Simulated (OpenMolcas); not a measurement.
**Rh⁴⁺ among point charges: CASSCF and CASPT2 levels and susceptibility**

How does a field of 5 point charges split the states of Rh⁴⁺, and what χT follows?

The numbers are computed with OpenMolcas 26.06 (state-averaged CASSCF and CASPT2, spin-orbit coupling by RASSI with atomic mean-field integrals), except any that are marked as measured or tabulated.

## 1. The system

- Species: Rh⁴⁺ (rhodium, Z = 45, 41 electrons)
- Basis: ANO-RCC-VDZP [6s5p3d1f], 43 functions
- Scalar Hamiltonian: DKH2, point nucleus
- Inactive shells: 1s 2s 2p 3s 3p 3d 4s 4p
- Active space: 5 electrons in 5 orbitals (4d)
- Some configurations of this space: 4d5
- Orbitals: optimised for each spin and parity, averaged over all roots

The outer shells:

4d5
```
4d [↑ ][↑ ][↑ ][↑ ][↑ ]
```

The ion sits among 5 point charges of -1.5 e arranged as a trigonal bipyramid (D3h), 1.99 Å from the ion, with the axial distance 1.930 Å.

The work runs as a chain of OpenMolcas steps in one folder; each step below is one input file. Labels, J, g values, rates, χT and fits are worked out afterwards by a script from the matrices that RASSI stores.

## 2. One- and two-electron integrals

Contents of a.inp:

```
&GATEWAY
Coord
1

Rh 0.0 0.0 0.0
Basis=ANO-RCC-VDZP
Group=NoSym
NoMove
AngMom=0.0 0.0 0.0
AMFI
XField
5 Angstrom 0
1.990000 0.000000 0.000000 -1.500000
-0.995000 1.723391 0.000000 -1.500000
-0.995000 -1.723391 0.000000 -1.500000
0.000000 0.000000 1.930300 -1.500000
0.000000 0.000000 -1.930300 -1.500000
&SEWARD
```

On the command line:

```
$ OMP_NUM_THREADS=1 MOLCAS_MEM=1689 MOLCAS_PROJECT=a pymolcas a.inp > a.log
```

## 3. Reference wave functions, sextets, 1 root

Contents of a.inp:

```
&RASSCF
FileOrb=start.orb
Symmetry=1
Spin=6
nActEl=5 0 0
Inactive=18
Ras2=5
CIRoot=1 1 1
SDav=1
CIMx=300
Iter=120 100
PrWF=0.3
OrbListing=Nothing
MaxOrb=0
>>> COPY $Project.JobIph JOB001
```

start.orb holds the contracted functions of the basis, ordered by shell, or the orbitals of the step before.

## 4. Reference wave functions, quartets, 24 roots

Contents of a.inp:

```
&RASSCF
FileOrb=start.orb
Symmetry=1
Spin=4
nActEl=5 0 0
Inactive=18
Ras2=5
CIRoot=24 24 1
SDav=24
CIMx=300
Iter=120 100
PrWF=0.3
OrbListing=Nothing
MaxOrb=0
>>> COPY $Project.JobIph JOB002
```

## 5. CASSCF: doublets, 75 roots

Contents of a.inp:

```
&RASSCF
FileOrb=start.orb
Symmetry=1
Spin=2
nActEl=5 0 0
Inactive=18
Ras2=5
CIRoot=75 75 1
SDav=75
CIMx=300
Iter=120 100
PrWF=0.3
OrbListing=Nothing
MaxOrb=0
>>> COPY $Project.JobIph JOB003
```

## 6. RASSI: spin-orbit coupling between the states

Contents of a.inp:

```
&RASSI
NrOfJobIphs=3 1 24 75
1
1 2 3 4 5 6 7 8 9 10 11 12 13 14 15 16 17 18 19 20 21 22 23 24
1 2 3 4 5 6 7 8 9 10 11 12 13 14 15 16 17 18 19 20 21 22 23 24 25 26 27
28 29 30 31 32 33 34 35 36 37 38 39 40 41 42 43 44 45 46 47 48 49 50 51
52 53 54 55 56 57 58 59 60 61 62 63 64 65 66 67 68 69 70 71 72 73 74 75
IphNames
JOB001
JOB002
JOB003
EJob
SpinOrbit
DIPRint=1.0
SOCoupling=1000.0
Subsets=2
Property=9
'ANGMOM' 1 'ANGMOM' 2 'ANGMOM' 3 'MLTPL  1' 1 'MLTPL  1' 2 'MLTPL  1' 3
'AMFI' 1 'AMFI' 2 'AMFI' 3
SOProperty=3
'ANGMOM' 1 'ANGMOM' 2 'ANGMOM' 3
```

## 7. CASPT2: IPEA 0.25, imaginary shift 0.1 (closed shells correlated: 4s 4p)

Contents of a.inp:

```
>>> COPY JOB001 $Project.JobIph
&CASPT2
Multistate=1 1
Frozen=14
IPEA=0.25
Imaginary=0.1
MaxIter=60
WThr=0.0 0.3 0.05
PrWF=0.5
NoMix
>>> COPY JOB002 $Project.JobIph
&CASPT2
Multistate=24 1 2 3 4 5 6 7 8 9 10 11 12 13 14 15 16 17 18 19 20 21 22
23 24
NoMult
Frozen=14
IPEA=0.25
Imaginary=0.1
MaxIter=60
WThr=0.0 0.3 0.05
PrWF=0.5
NoMix
>>> COPY JOB003 $Project.JobIph
&CASPT2
Multistate=75 1 2 3 4 5 6 7 8 9 10 11 12 13 14 15 16 17 18 19 20 21 22
23 24 25 26 27 28 29 30 31 32 33 34 35 36 37 38 39 40 41 42 43 44 45 46
47 48 49 50 51 52 53 54 55 56 57 58 59 60 61 62 63 64 65 66 67 68 69 70
71 72 73 74 75
NoMult
Frozen=14
IPEA=0.25
Imaginary=0.1
MaxIter=60
WThr=0.0 0.3 0.05
PrWF=0.5
NoMix
```

(Steps that only read results are left out.)

**Question.** What will these runs give? Wanted: spin-free ground state; lowest level; next level.

**Answer**, as computed:

| quantity | value |
| --- | --- |
| method | SS-CASPT2, IPEA 0.25, imaginary shift 0.1 (closed shells correlated: 4s 4p) |
| spin-free ground state | 6A1, 1-fold in its orbital part |
| lowest level | 2-fold E1/2, g = 0.00, 0.00, 9.98 |
| next level | 4.8 cm⁻¹ |
| χT at 300 K | 4.36 cm³ K/mol |
| effective moment at 300 K | 5.91 μB |

Cost by method:

```tsv
method	time of its own steps	time with the reference
A. CASSCF	27 s	27 s
B. SS-CASPT2, IPEA 0.25, imaginary shift 0.1, +4s 4p	10 s	37 s
```

Times are of one thread on a shared host.

In words: The spin-free ground state (6A1) comes to 100 % from free-ion S terms and keeps the highest spin of the shell. χT at 300 K is 4.36, against 4.39 cm³ K/mol for the spin alone, as a half-filled shell (L = 0) has no orbital moment. An active space of the d shell alone favours high spin; real ions in strong fields can be low spin. CASPT2 does not keep the components of a term degenerate, and the means are used. The field of point charges can differ much from that of real complexes. With metal d orbitals alone active, the gaps between spin states are rough; where two lie within a few thousand cm-1, their order is open. This is an electrostatic model: the charges have no orbitals.
